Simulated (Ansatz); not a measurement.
# BFH₅NSi: one species, many methods

How much do the methods differ for BFH₅NSi? The plan is to run it at one geometry with functionals of several rungs and with coupled cluster, and see how far each lands from CCSD(T) at the basis-set limit for the atomisation energy.

The runs use Ansatz 0.2.0, Gaussian basis; functionals in def2-TZVPP, the program's frozen cores in correlated methods.

Plan: LDA (SPW92), PBE-D4, revPBE-D4, BLYP-D4, r2SCAN-D4, B97M-V, PBE0-D4, B3LYP-D4, r2SCANh-D4, r2SCAN0-D4, HSE06-D4, BHLYP-D4, CAM-B3LYP-D4, LC-ωPBE, ωB97X-V, ωB97M-V, B2PLYP, PBE-QIDH; CCSD(T)/def2-SVP; CCSD(T)/def2-TZVPP; MP2/def2-QZVPP; extrapolation to the limit; RPA on PBE.

## Step 1: Structure used throughout

An earlier PBE0-D4 in a triple-zeta def2 set relaxation fixed the geometry.

SMILES `N[SiH2]BF`, 9 atoms, charge 0, spin multiplicity 1.

Atoms are counted from 1 here; the program's logs count them from 0.

Bond lengths: N1–Si2 1.724 Å, N1–H5 1.007 Å, N1–H6 1.007 Å, Si2–B3 2.034 Å, Si2–H7 1.490 Å, Si2–H8 1.501 Å, B3–F4 1.323 Å, B3–H9 1.206 Å. Angles: Si2–N1–H5 120.6°, Si2–N1–H6 119.3°, H5–N1–H6 110.6°, N1–Si2–B3 107.7°, N1–Si2–H7 108.3°, N1–Si2–H8 115.6°, B3–Si2–H7 111.6°, B3–Si2–H8 107.9°, H7–Si2–H8 105.7°, Si2–B3–F4 119.8°, Si2–B3–H9 124.5°, F4–B3–H9 115.7°.

## Step 2: LDA

This LDA is Slater exchange with PW92 correlation.

in.yaml reads:

```yaml
crystal:
  periodic: [false, false, false]
  atoms:
    - {symbol: N, position_ang: [-0.715583, 1.092793, -0.826124]}
    - {symbol: Si, position_ang: [0.125556, -0.385475, -0.543953]}
    - {symbol: B, position_ang: [0.654981, -0.432738, 1.419867]}
    - {symbol: F, position_ang: [1.518537, -1.339759, 1.846890]}
    - {symbol: H, position_ang: [-1.011669, 1.344543, -1.755410]}
    - {symbol: H, position_ang: [-1.376652, 1.422458, -0.141290]}
    - {symbol: H, position_ang: [1.318427, -0.422745, -1.435752]}
    - {symbol: H, position_ang: [-0.645188, -1.637528, -0.843762]}
    - {symbol: H, position_ang: [0.220092, 0.312251, 2.262434]}
basis:
  gaussian: {orbitals: def2-TZVPP}
hamiltonian: {xc: lda}
output: {orbitals: {seedname: orbitals}}
```

The run is started by

```bash
$ ansatz run in.yaml --threads 2 --pin off --events-out ev --progress --plain --max-ram 4352MiB
```

The runs that follow: PBE-D4 (GGA); revPBE-D4 (GGA); BLYP-D4 (GGA); r2SCAN-D4 (meta-GGA); B97M-V (meta-GGA); PBE0-D4 (hybrid); B3LYP-D4 (hybrid); r2SCANh-D4 (hybrid); r2SCAN0-D4 (hybrid); HSE06-D4 (hybrid); BHLYP-D4 (hybrid); CAM-B3LYP-D4 (range-separated); LC-ωPBE (range-separated); ωB97X-V (range-separated); ωB97M-V (range-separated); B2PLYP (double hybrid); PBE-QIDH (double hybrid); CCSD(T) in def2-SVP; CCSD(T) in def2-TZVPP; MP2 in def2-QZVPP; RPA on PBE orbitals.

Before running them: what should the planned runs give, taken together? Wanted: atomisation energy, CCSD(T)/CBS; farthest beyond LDA; mean size of error, GGA; mean size of error, meta-GGA; mean size of error, hybrid; mean size of error, range-separated; mean size of error, double hybrid; gap, smallest and largest; T1 diagnostic.

**Answer**, as computed:

| quantity | value |
| --- | --- |
| atomisation energy, CCSD(T)/CBS | 3099.1 kJ/mol |
| functionals within 15.5 kJ/mol (0.5 %) | BLYP-D4, r2SCAN-D4, B97M-V, PBE0-D4, B3LYP-D4, HSE06-D4, LC-ωPBE |
| farthest beyond LDA | BHLYP-D4 (-65.0 kJ/mol) |
| mean size of error, GGA | 27.7 kJ/mol |
| mean size of error, meta-GGA | 6.4 kJ/mol |
| mean size of error, hybrid | 28.3 kJ/mol |
| mean size of error, range-separated | 19.8 kJ/mol |
| mean size of error, double hybrid | 28.3 kJ/mol |
| gap, smallest and largest | 3.26 eV (LDA (SPW92)), 10.94 eV (LC-ωPBE) |
| T1 diagnostic | 0.0127 |
| triples share of the correlation energy | 3.2 % |

What this shows: The LDA atomisation energy is off by 413.5 kJ/mol (13 %): it overbinds. PBE-D4 is off by +37.3 kJ/mol. Double hybrids carry the basis error of their MP2 part in triple zeta, and no dispersion term here, so their miss is partly the set-up's. Taken by rung, meta-GGA functionals do best (6.4 kJ/mol on average) and double hybrid ones worst beyond LDA (28.3 kJ/mol). Misses under about 15.5 kJ/mol are within the doubt on the reference itself, which lacks core-valence correlation, relativity and higher excitations. Hartree-Fock recovers 74 % of the binding; the rest is correlation. CCSD(T) in def2-SVP is off by -207.7 kJ/mol, so the small basis spoils what the method gains. Orbital gaps span 3.3 to 10.9 eV; exact exchange widens them.
